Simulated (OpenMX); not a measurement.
Co:

```xyz
2
Lattice="2.4720 0.0000 0.0000 -1.2360 2.1408 0.0000 0.0000 0.0000 4.0211" Properties=species:S:1:pos:R:3 pbc="T T T"
Co    1.2360    0.7136    3.0159
Co    0.0000    1.4272    1.0053
```

```yaml
Program: OpenMX 3.8.5
Task: single point
Functional: PBE
Potentials_or_basis: OpenMX 2013 PBE set, Co6.0H-s3p2d2, grid cutoff 500 Ry
k_mesh: 13 × 13 × 7
Occupations: fermi-dirac, width 0.05 eV
Spin: collinear spin, ferromagnetic start
Starting_moments: "[2.0, 2.0] μB"
```

On this cell: pressure 10.2 GPa; largest force 0.037 eV/Å; net moment 3.23 μB per cell; site moments Co +1.61 μB; band gap on the k mesh none (metal or under the smearing width).

The same run follows on a disturbed copy (atoms moved at random, drawn with an rms of 0.05 Å):

```
CELL_PARAMETERS angstrom
2.47200 0.00000 0.00000
-1.23600 2.14081 0.00000
0.00000 0.00000 4.02114
ATOMIC_POSITIONS crystal
Co 0.66485 0.31270 0.74273
Co 0.34334 0.65289 0.24011
```

**Question.** What does the disturbed cell give?

**Answer.** The energy (extrapolated to zero smearing) moves by +0.2 meV/atom; pressure 10.3 GPa; largest force 0.119 eV/Å; net moment 3.23 μB per cell; site moments Co +1.61 μB; band gap on the k mesh none (metal or under the smearing width).

Forces on the atoms (eV/Å):
```
Co   0.067  0.007 -0.091
Co  -0.051 -0.005  0.107
```

The forces don't sum to zero, so they hold noise of the program's grid.

Caveats: the basis of atomic orbitals isn't converged, which shifts pressures, moduli and gaps.
